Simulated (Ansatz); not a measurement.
# C2H8OSeSn: up Jacob's ladder to CCSD(T)

How much do the methods differ for C2H8OSeSn? The plan is to run it at one geometry with functionals of several rungs and with coupled cluster. The yardstick is the atomisation energy at the CCSD(T) limit.

The runs use Ansatz 0.2.0, Gaussian basis; functionals in def2-TZVPP, the program's frozen cores in correlated methods.

Levels to be run: PBE-D4, r2SCAN-D4, PBE0-D4, B3LYP-D4, ωB97X-V, ωB97M-V, B2PLYP; CCSD(T)/def2-TZVPP; MP2/def2-QZVPP; extrapolation to the limit.

## Step 1: The relaxed structure

An earlier PBE0-D4 in a triple-zeta def2 set relaxation fixed the geometry. Sn takes the def2 core potential; no spin-orbit term is included.

SMILES `C[O][SnH]([CH3])[SeH]`, 13 atoms, charge 0, spin multiplicity 1.

Atoms are counted from 1 here; the program's logs count them from 0.

Bond lengths: C1–O2 1.403 Å, C1–H6 1.100 Å, C1–H7 1.100 Å, C1–H8 1.095 Å, O2–Sn3 1.971 Å, Sn3–C4 2.128 Å, Sn3–Se5 2.520 Å, Sn3–H9 1.714 Å, C4–H10 1.090 Å, C4–H11 1.090 Å, C4–H12 1.090 Å, Se5–H13 1.468 Å. Angles: O2–C1–H6 112.4°, O2–C1–H7 113.0°, O2–C1–H8 108.5°, H6–C1–H7 107.7°, H6–C1–H8 107.6°, H7–C1–H8 107.5°, C1–O2–Sn3 119.6°, O2–Sn3–C4 108.5°, O2–Sn3–Se5 106.3°, O2–Sn3–H9 105.0°, C4–Sn3–Se5 108.0°, C4–Sn3–H9 116.4°, Se5–Sn3–H9 112.1°, Sn3–C4–H10 108.9°, Sn3–C4–H11 110.2°, Sn3–C4–H12 109.5°, H10–C4–H11 109.6°, H10–C4–H12 109.3° and more.

## Step 2: PBE-D4 (GGA)

Input file in.yaml:

```yaml
crystal:
  periodic: [false, false, false]
  atoms:
    - {symbol: C, position_ang: [-0.478809, -2.155876, -0.423289]}
    - {symbol: O, position_ang: [-0.745061, -1.053804, 0.402534]}
    - {symbol: Sn, position_ang: [0.480432, 0.490123, 0.389781]}
    - {symbol: C, position_ang: [-0.307994, 1.965482, -0.925454]}
    - {symbol: Se, position_ang: [0.452159, 1.432718, 2.726386]}
    - {symbol: H, position_ang: [-0.713087, -1.954921, -1.478581]}
    - {symbol: H, position_ang: [0.568630, -2.488495, -0.371464]}
    - {symbol: H, position_ang: [-1.106104, -2.991880, -0.098275]}
    - {symbol: H, position_ang: [2.010463, -0.161782, -0.025386]}
    - {symbol: H, position_ang: [-1.316194, 2.222653, -0.602172]}
    - {symbol: H, position_ang: [0.319097, 2.856637, -0.909220]}
    - {symbol: H, position_ang: [-0.345566, 1.566182, -1.939055]}
    - {symbol: H, position_ang: [1.182045, 0.272952, 3.254186]}
basis:
  gaussian: {orbitals: def2-TZVPP}
hamiltonian: {xc: pbe, dispersion: d4}
output: {forces: true, orbitals: {seedname: orbitals}}
```

Started as:

```
$ ansatz run in.yaml --threads 2 --pin off --events-out ev --progress --plain --max-ram 22528MiB --backend cuda --devices 0, --max-vram 18GiB
```

Further steps of the session: r2SCAN-D4 (meta-GGA); PBE0-D4 (hybrid); B3LYP-D4 (hybrid); ωB97X-V (range-separated); ωB97M-V (range-separated); B2PLYP (double hybrid); CCSD(T) in def2-TZVPP; MP2 in def2-QZVPP.

Before running them: what should the planned runs give, taken together? Wanted: atomisation energy, CCSD(T)/CBS; farthest; mean size of error, hybrid; mean size of error, range-separated; gap, smallest and largest; T1 diagnostic; triples share of the correlation energy.

As calculated:

| quantity | value |
| --- | --- |
| atomisation energy, CCSD(T)/CBS | 1044.0 kcal/mol |
| functionals within 10.4 kcal/mol (1.0 %) | PBE-D4, r2SCAN-D4, ωB97X-V, ωB97M-V |
| farthest | B2PLYP (-23.1 kcal/mol) |
| mean size of error, hybrid | 11.7 kcal/mol |
| mean size of error, range-separated | 7.2 kcal/mol |
| gap, smallest and largest | 4.36 eV (PBE-D4), 10.79 eV (ωB97X-V) |
| T1 diagnostic | 0.0116 |
| triples share of the correlation energy | 3.5 % |

**Reading.** PBE-D4 is off by +5.0 kcal/mol. Double hybrids carry the basis error of their MP2 part in triple zeta, and no dispersion term here, so their miss is partly the set-up's. Misses under about 10.4 kcal/mol are within the doubt on the reference itself, which lacks core-valence correlation, spin-orbit coupling and higher excitations, and its outer-core shells are covered unevenly. All levels share the lack of spin-orbit coupling, which lowers the free heavy atoms and so the true binding. Hartree-Fock recovers 71 % of the binding; the rest is correlation. Orbital gaps span 4.4 to 10.8 eV; exact exchange widens them. Correlated methods include outer-core shells of Se, Sn, which these sets cover unevenly.
